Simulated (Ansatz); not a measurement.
# C₄H₁₁Al: basis-set convergence

One table from this session's results is given with a row withheld; the runs are named, their logs left out.

Computed with Ansatz 0.2.0, Gaussian basis. Level: one geometry, several basis sets.

Plan: PBE0-D4/def2-SVP; ωB97M-V/def2-SVP; PBE0-D4/def2-QZVPP; ωB97M-V/def2-QZVPP; the functionals' def2-TZVPP values are taken from earlier runs.

### The relaxed structure

All runs share one geometry, relaxed beforehand with PBE0-D4 in a triple-zeta def2 set.

16 atoms, charge 0, spin multiplicity 1.

Atoms are counted from 1 here; the program's logs count them from 0.

Bond lengths: C1–C2 1.527 Å, C1–H6 1.093 Å, C1–H7 1.095 Å, C1–H8 1.093 Å, C2–Al3 1.964 Å, C2–H9 1.099 Å, C2–H10 1.100 Å, Al3–C4 1.964 Å, Al3–H11 1.598 Å, C4–C5 1.527 Å, C4–H12 1.100 Å, C4–H13 1.099 Å, C5–H14 1.093 Å, C5–H15 1.095 Å, C5–H16 1.093 Å. Angles: C2–C1–H6 111.8°, C2–C1–H7 112.2°, C2–C1–H8 111.7°, H6–C1–H7 107.1°, H6–C1–H8 106.6°, H7–C1–H8 107.0°, C1–C2–Al3 119.5°, C1–C2–H9 110.2°, C1–C2–H10 110.0°, Al3–C2–H9 106.3°, Al3–C2–H10 106.0°, H9–C2–H10 103.5°, C2–Al3–C4 126.1°, C2–Al3–H11 116.9°, C4–Al3–H11 116.9°, Al3–C4–C5 119.5°, Al3–C4–H12 106.0°, Al3–C4–H13 106.3° and more.

Set-up of the first run:

in.yaml

```yaml
crystal:
  periodic: [false, false, false]
  atoms:
    - {symbol: C, position_ang: [-0.945992, 1.589008, 0.870946]}
    - {symbol: C, position_ang: [0.345990, 1.053209, 1.484126]}
    - {symbol: Al, position_ang: [1.197178, -0.537637, 0.709500]}
    - {symbol: C, position_ang: [0.619659, -1.488354, -0.908515]}
    - {symbol: C, position_ang: [-0.536118, -0.930958, -1.736598]}
    - {symbol: H, position_ang: [-0.814311, 1.862472, -0.178931]}
    - {symbol: H, position_ang: [-1.312547, 2.478939, 1.392267]}
    - {symbol: H, position_ang: [-1.747787, 0.846449, 0.902931]}
    - {symbol: H, position_ang: [0.197508, 0.834851, 2.551217]}
    - {symbol: H, position_ang: [1.116223, 1.838644, 1.486510]}
    - {symbol: H, position_ang: [2.481048, -1.112468, 1.466836]}
    - {symbol: H, position_ang: [0.394733, -2.517580, -0.591919]}
    - {symbol: H, position_ang: [1.515483, -1.601739, -1.535493]}
    - {symbol: H, position_ang: [-0.318630, 0.072853, -2.111224]}
    - {symbol: H, position_ang: [-0.759891, -1.556143, -2.606767]}
    - {symbol: H, position_ang: [-1.455443, -0.854047, -1.150684]}
basis:
  gaussian: {orbitals: def2-SVP}
hamiltonian: {xc: pbe0, dispersion: d4}
output: {orbitals: {seedname: orbitals}}
```

Started as:

```console
ansatz run in.yaml --threads 4 --pin off --events-out ev --progress --plain --max-ram 10444MiB
```

Among the steps run: PBE0-D4 in def2-SVP; ωB97M-V in def2-SVP; PBE0-D4 in def2-QZVPP; ωB97M-V in def2-QZVPP.

One of the session's tables, all rows but one given; the rest of the session is left out.

It belongs to the step «Density functionals: the series». 

| functional | basis | HOMO (eV) |
| --- | --- | --- |
| PBE0-D4 | def2-SVP | -7.07 |
| PBE0-D4 | def2-TZVPP | -7.08 |
| PBE0-D4 | def2-QZVPP | -7.09 |
| ωB97M-V | def2-SVP | ? |
| ωB97M-V | def2-TZVPP | -9.30 |
| ωB97M-V | def2-QZVPP | -9.30 |

Estimate the missing values for ωB97M-V, def2-SVP.

**Answer.** HOMO (eV): -9.27. In the column «HOMO (eV)» it lies between ωB97M-V, def2-QZVPP (-9.30) and PBE0-D4, def2-QZVPP (-7.09).
